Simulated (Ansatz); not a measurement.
# Zn2Cd3O5: the cost of one run

Computed with Ansatz 0.2.0 (DFT PBE, scalar-relativistic, plane waves, PAW, unless a step's input says otherwise).

1 further run of the same task is left out (set aside as unsound or not needed). Runs told in other sessions of the task aren't counted.

## 1. The structure to begin with

The structure is monoclinic, space group C2 (No. 5). The conventional cell has a = 4.815 Å, b = 5.378 Å, c = 10.614 Å, α = 90.00°, β = 103.07°, γ = 90.00°. Zn (site symmetry 1) is surrounded by 4 O at 1.99 to 2.08 Å. Cd (site symmetry 2) has 5 O at 2.20 to 2.45 Å in its first shell of neighbours. Around Cd (site symmetry 1) lie 4 O at 2.20 to 2.35 Å. Around O (site symmetry 1) lie 2 Zn at 1.99 to 2.08 Å and 2 Cd at 2.20 Å. Around O (site symmetry 1) lie 1 Zn at 2.05 Å and 3 Cd at 2.27 to 2.35 Å. O (site symmetry 2) is surrounded by 2 Zn at 2.07 Å and 3 Cd at 2.25 to 2.45 Å.

As a file:

```
Zn Cd O
1.0
     2.40755   -2.68892   -0.00013
     2.40755    2.68892   -0.00013
    -2.39884    0.00000   10.33918
Zn Cd O
2 3 5
Direct
  0.50671 0.61342 0.69519
  0.38658 0.49329 0.30481
  0.94319 0.05681 0.50000
  0.14334 0.23960 0.89576
  0.76040 0.85666 0.10424
  0.24673 0.07211 0.69726
  0.73829 0.67716 0.88661
  0.32284 0.26171 0.11339
  0.92789 0.75327 0.30274
  0.52411 0.47589 0.50000
```

The cell was relaxed beforehand at this level, from a generated guess; it is a trial structure. At a tolerance of 0.05 Å it has space group C2 (No. 5); it has 13.39 Å³/atom, an uncorrected energy of -1.07 eV/atom over the elements.

## 2. Static run: bands, density of states and charges

Contents of input.yaml:

```yaml
crystal:
  lattice:
    - [2.4075504912, -2.6889231037, -0.0001267619]
    - [2.4075504912, 2.6889231037, -0.0001267619]
    - [-2.3988433727, 0.0, 10.3391759711]
  atoms:
    - { symbol: Zn, position: [0.5067098989, 0.6134171882, 0.6951881168] }
    - { symbol: Zn, position: [0.3865828118, 0.4932901011, 0.3048118832] }
    - { symbol: Cd, position: [0.9431862015, 0.0568137985, 0.5] }
    - { symbol: Cd, position: [0.1433399781, 0.2395950818, 0.8957551792] }
    - { symbol: Cd, position: [0.7604049182, 0.8566600219, 0.1042448208] }
    - { symbol: O, position: [0.2467271189, 0.0721136892, 0.6972552133] }
    - { symbol: O, position: [0.7382923523, 0.6771635161, 0.886608618] }
    - { symbol: O, position: [0.3228364839, 0.2617076477, 0.113391382] }
    - { symbol: O, position: [0.9278863108, 0.7532728811, 0.3027447867] }
    - { symbol: O, position: [0.5241095486, 0.4758904514, 0.5] }
basis:
  ecutwfc: 420
kpoints:
  mp_grid: { grid: [10, 10, 4] }
  band_path:
    path:
      - [[0.0, 0.0, 0.0], [-0.5, 0.5, 0.0], [-0.5, 0.5, 0.5], [0.0, 0.0, 0.5], [0.0, 0.0, 0.0]]
      - [[-0.5, 0.0, 0.5], [0.0, 0.0, 0.0], [-0.5, 0.0, 0.0]]
    npoints: 14
hamiltonian:
  xc: pbe
scf:
  occupations: { method: gaussian, width: 0.1 }
  n_extra_bands: 25
output:
  forces: true
  stress: true
  eigenvalues: true
  populations: true
  dos: { projected: true, de: 0.02, nscf_kmesh: { grid: [12, 12, 5] } }
  bader: true
  write_density: true
  write_potential: true
  elf: true
  volumetric_format: npy
```

Started as:

```console
$ ansatz run input.yaml --threads 4 --pin off --max-ram 8192MiB --backend cpu --events-out ev --progress --plain --runs-dir out
```

**Question.** How long does this run take on 4 threads of Intel Xeon at 2.50GHz (Skylake/Cascade Lake), shared host, and how much memory does it need?

About 3.5 min, with a peak of 1.7 GiB.
